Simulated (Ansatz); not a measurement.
# CuO: the cost of one run

Program: Ansatz 0.2.0, Gaussian basis. Level of theory: def2-TZVPP, core rule «outside noble gas», up to 10 orbitals frozen. These are calculated values, not measurements.

To be run: UHF; ROHF; CCSD(T) on UHF.

2 further runs of the same task are left out: 2 set aside as unsound or not needed.

**1. What is computed**

The geometry is a PBE0/def2-TZVP stationary point (not a proven minimum) of the parent state, kept for this charge and spin.

2 atoms, charge 1, spin multiplicity 3.

Atoms are counted from 1 here; the program's logs count them from 0.

Bond lengths: Cu1–O2 1.727 Å.

**2. UHF**

in.yaml reads:

```yaml
crystal:
  periodic: [false, false, false]
  atoms:
    - {symbol: Cu, position_ang: [0.000000, 0.000000, 0.000000]}
    - {symbol: O, position_ang: [0.000000, 0.000000, 1.727400]}
basis:
  gaussian: {orbitals: def2-TZVPP}
total_charge: 1
magnetization: {spin_polarized: true, initial_magnetization: 2}
hamiltonian: {xc: hf}
output: {orbitals: {seedname: orbitals}}
```

Launch:

```
ansatz run in.yaml --threads 1 --pin off --events-out ev --progress --plain --max-ram 4096MiB --backend cpu
```

Q: Estimate wall time and peak memory on 1 thread of AMD EPYC 7R13, shared host.

About 8.5 s, with a peak of 0.26 GiB.
